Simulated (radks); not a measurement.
# Ionisation of Zn⁺: one atom, several choices of relativity

One table from this session's results is given with a row withheld; the runs are named, their logs left out.

The numbers are computed with radks (a radial shooting solver on a logarithmic mesh, Libxc functionals) version 1 (Kohn-Sham, LDA (Slater exchange, Perdew-Wang correlation), spin-unpolarised, spherical densities), except any that are marked as measured or tabulated.

2 further runs of the same task are left out: 2 set aside as unsound or not needed.

### Starting point

```
element       : zinc (Z = 30)
charge        : +1
electrons     : 29
configuration : [Ar] 3d10 4s1
ion           : Zn²⁺, [Ar] 3d10
choices       : non-relativistic; scalar-relativistic; Dirac, 2j+1 shares; scalar-relativistic, finite nucleus; Dirac, 2j+1 shares, finite nucleus; Dirac, c × 0.85; Dirac, c × 3; Dirac, c × 1.25
```

The outer shells:

Zn⁺
```
[Ar] core
3d [↑↓][↑↓][↑↓][↑↓][↑↓]
4s [↑ ]
```

Zn²⁺
```
[Ar] core
3d [↑↓][↑↓][↑↓][↑↓][↑↓]
```

Set-up of the first run:

Input:

```text
Z 30
configuration [Ar] 3d10 4s1 4p0 5s0
relativity non-relativistic
functional lda,pw
spin unpolarised
nucleus point
```

Steps of the session up to this table: non-relativistic: Zn⁺.

One of the session's tables, all rows but one given; the rest of the session is left out.

It belongs to the step «non-relativistic: Zn⁺». Radial moments (bohr):

```
level     <r>  outermost maximum (interpolated)  90 % within  nodes
   2s  0.2302                             0.193        0.356      1
   2p  0.1999                             0.153        0.326      0
   3s  0.6933                             0.598         1.04      2
   3p  0.7192                             0.596         1.11      1
   3d       ?                                 ?            ?      ?
   4s   2.417                              2.01         3.64      3
   4p   3.100                              2.53         4.74      2
   5s   6.500                              5.83         9.50      4
```

Estimate the missing values for 3d.

As computed: <r>: 0.8922; outermost maximum (interpolated): 0.562; 90 % within: 1.57; nodes: 0. In the column «<r>» it lies between 3p (0.7192) and 4s (2.417).

Caveats from the session: Spin polarisation and multiplet splitting of open shells are left out at every level.
